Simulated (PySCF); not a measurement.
# C5H4BrN (4-Bromopyridine): the cost of one run

Computed with PySCF 2.14.0 and routines of our own; the level stands in each step. Atoms count from 0.

### Step 1. The system as given

11 atoms, charge 0, multiplicity 1; geometry from: GFN2-xTB.

### Step 2. Relaxing the molecule at PBE0-D3(BJ)/def2-SVP

What the job is given:

```
{"job": {"xc": "PBE0", "basis": "def2-SVP", "d3": "d3bj", "grid": 1, "maxiter": 30, "shake": 0.01, "kind": "geom"}, "charge": 0, "multiplicity": 1}
Br    -0.881480     2.836250     0.195030
C     -0.334580     1.042100     0.065800
C     -1.285380     0.025460     0.006340
C     -0.753500    -1.269550    -0.077450
N      0.494400    -1.583600    -0.118960
C      1.371420    -0.587680    -0.058760
C      1.032120     0.744820     0.032260
H     -2.307320     0.240710     0.036690
H     -1.472150    -2.103120    -0.100070
H      2.412690    -0.890320    -0.076340
H      1.761890     1.519100     0.079790
```

Launch:

```
> OMP_NUM_THREADS=1 python heavy_run.py task.json out
```

This one command runs all jobs of the session in turn.

Q: Estimate the wall time and peak memory of this first job on 1 thread of Arm Neoverse V2, shared host.

About 51 s, with a peak of 0.52 GiB.
